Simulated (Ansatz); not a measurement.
**C2H7NOSn: small, medium and large basis sets**

One table from this session's results is given with a row withheld; the runs are named, their logs left out.

Method: one geometry, several basis sets; program: Ansatz 0.2.0, Gaussian basis.

Plan: PBE0-D4/def2-SVP; ωB97M-V/def2-SVP; PBE0-D4/def2-QZVPP; ωB97M-V/def2-QZVPP; the functionals' def2-TZVPP values are taken from earlier runs.

## Structure used throughout

An earlier PBE0-D4 in a triple-zeta def2 set relaxation fixed the geometry. Sn takes the def2 core potential; no spin-orbit term is included.

SMILES `C[N](C)[Sn][OH]`, 12 atoms, charge 0, spin multiplicity 1.

Atoms are counted from 1 here; the program's logs count them from 0.

Bond lengths: C1–N2 1.436 Å, C1–H6 1.100 Å, C1–H7 1.100 Å, C1–H8 1.092 Å, N2–C3 1.440 Å, N2–Sn4 2.038 Å, C3–H9 1.100 Å, C3–H10 1.095 Å, C3–H11 1.100 Å, Sn4–O5 1.984 Å, O5–H12 0.960 Å. Angles: N2–C1–H6 111.4°, N2–C1–H7 111.9°, N2–C1–H8 111.4°, H6–C1–H7 107.1°, H6–C1–H8 107.1°, H7–C1–H8 107.6°, C1–N2–C3 112.4°, C1–N2–Sn4 128.4°, C3–N2–Sn4 119.2°, N2–C3–H9 111.9°, N2–C3–H10 110.8°, N2–C3–H11 111.8°, H9–C3–H10 107.5°, H9–C3–H11 107.1°, H10–C3–H11 107.5°, N2–Sn4–O5 99.1°, Sn4–O5–H12 118.2°.

The first run:

in.yaml

```yaml
crystal:
  periodic: [false, false, false]
  atoms:
    - {symbol: C, position_ang: [-0.801895, 0.680843, -0.281580]}
    - {symbol: N, position_ang: [0.262212, -0.158440, 0.192319]}
    - {symbol: C, position_ang: [0.962556, 0.422043, 1.308983]}
    - {symbol: Sn, position_ang: [0.854496, -1.974146, -0.519329]}
    - {symbol: O, position_ang: [-0.397807, -2.135310, -2.050147]}
    - {symbol: H, position_ang: [-1.519958, 0.910079, 0.519848]}
    - {symbol: H, position_ang: [-0.427858, 1.641906, -0.665197]}
    - {symbol: H, position_ang: [-1.362356, 0.199213, -1.085913]}
    - {symbol: H, position_ang: [1.423854, 1.386029, 1.047894]}
    - {symbol: H, position_ang: [1.761950, -0.241637, 1.654410]}
    - {symbol: H, position_ang: [0.291648, 0.604763, 2.161403]}
    - {symbol: H, position_ang: [-0.969841, -1.390345, -2.248690]}
basis:
  gaussian: {orbitals: def2-SVP}
hamiltonian: {xc: pbe0, dispersion: d4}
output: {orbitals: {seedname: orbitals}}
```

Command:

```bash
> ansatz run in.yaml --threads 4 --pin off --events-out ev --progress --plain --max-ram 10444MiB
```

Among the steps run: PBE0-D4 in def2-SVP; ωB97M-V in def2-SVP; PBE0-D4 in def2-QZVPP; ωB97M-V in def2-QZVPP.

One table of the session follows, with a row left open; its other results are not shown here.

It belongs to the step «Density functionals: the series». 

| functional | basis | HOMO (eV) | LUMO (eV) |
| --- | --- | --- | --- |
| PBE0-D4 | def2-SVP | ? | ? |
| PBE0-D4 | def2-TZVPP | -6.34 | -1.56 |
| PBE0-D4 | def2-QZVPP | -6.36 | -1.61 |
| ωB97M-V | def2-SVP | -8.45 | 0.36 |
| ωB97M-V | def2-TZVPP | -8.56 | 0.08 |
| ωB97M-V | def2-QZVPP | -8.59 | -0.02 |

**Question.** Estimate the row for PBE0-D4, def2-SVP.

As computed: HOMO (eV): -6.24; LUMO (eV): -1.39. In the column «HOMO (eV)» it is the highest.
